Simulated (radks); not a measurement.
# Mn³⁺ in [Ar] 3d4: an all-electron calculation

One table from this session's results is given with a row withheld; the runs are named, their logs left out.

Program: radks (a radial shooting solver on a logarithmic mesh, Libxc functionals) version 1. Level of theory: scalar-relativistic Kohn-Sham, SCAN, spin-polarised, spherical densities, finite nucleus; open shells are filled with parallel spins first. These are calculated values, not measurements, unless marked.

### The atom as given

| Item | Value |
| --- | --- |
| element | manganese (Z = 25) |
| charge | +3 |
| electrons | 22 |
| configuration | [Ar] 3d4 |
| nuclear rms radius | 3.7057 fm |

The outer shells:

Mn³⁺
```
[Ar] core
3d [↑ ][↑ ][↑ ][↑ ][  ]
```

The first run:

Settings of this run:

```text
Z 25
configuration [Ar] 3d4 4s0 4p0 4d0 4f0
relativity scalar-relativistic
functional scan,scan
spin polarised
nucleus finite rms 3.7057 fm
c 137.035999084
```

One table of the session follows, with a row left open; its other results are not shown here.

It belongs to the step «Orbitals and density». From the orbitals of this run (lengths in bohr):

```
  level      <r>  outermost maximum (interpolated)  90 % within  nodes
1s down  0.06092                            0.0399        0.109      0
  1s up  0.06092                            0.0399        0.109      0
  2s up   0.2791                             0.232        0.433      1
2s down   0.2784                             0.232        0.431      1
  2p up   0.2473                             0.189        0.405      0
2p down   0.2465                             0.188        0.404      0
  3s up        ?                                 ?            ?      ?
3s down   0.8474                             0.735         1.27      2
  3p up   0.8861                             0.749         1.36      1
3p down   0.8936                             0.751         1.37      1
  3d up    1.028                             0.740         1.71      0
3d down    1.055                             0.751         1.77      0
  4s up    2.311                              2.07         3.35      3
  4p up    2.655                              2.37         3.88      2
```

Estimate the missing values for 3s up.

**Answer.** <r>: 0.8420; outermost maximum (interpolated): 0.734; 90 % within: 1.25; nodes: 2. In the column «<r>» it lies between 2s up (0.2791) and 3s down (0.8474).

Caveats from the session: Open shells are spherical and high-spin; term and fine-structure splittings are not resolved.
